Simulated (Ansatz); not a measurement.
# CuS: the cost of one run

Computed with Ansatz 0.2.0, Gaussian basis. Level: def2-TZVPP, core rule «outside noble gas», up to 14 orbitals frozen.

The runs, in order: UHF; ROHF; CCSD(T) on UHF.

2 further runs of the same task are left out: 2 set aside as unsound or not needed.

### 1 The geometry

The geometry is a PBE0/def2-TZVP stationary point (not a proven minimum) of the parent state, kept for this charge and spin.

2 atoms, charge 1, spin multiplicity 3.

Atoms are counted from 1 here; the program's logs count them from 0.

Bond lengths: Cu1–S2 2.084 Å.

As a file:

```
Cu    0.0000    0.0000    0.0000
S     0.0000    0.0000    2.0841
```

### 2 UHF

Input file in.yaml:

```yaml
crystal:
  periodic: [false, false, false]
  atoms:
    - {symbol: Cu, position_ang: [0.000000, 0.000000, 0.000000]}
    - {symbol: S, position_ang: [0.000000, 0.000000, 2.084103]}
basis:
  gaussian: {orbitals: def2-TZVPP}
total_charge: 1
magnetization: {spin_polarized: true, initial_magnetization: 2}
hamiltonian: {xc: hf}
output: {orbitals: {seedname: orbitals}}
```

Launch:

```console
> ansatz run in.yaml --threads 1 --pin off --events-out ev --progress --plain --max-ram 4096MiB --backend cpu
```

What time and memory should one allow on 1 thread of AMD EPYC 7R13, shared host?

About 12 s, with a peak of 0.37 GiB.
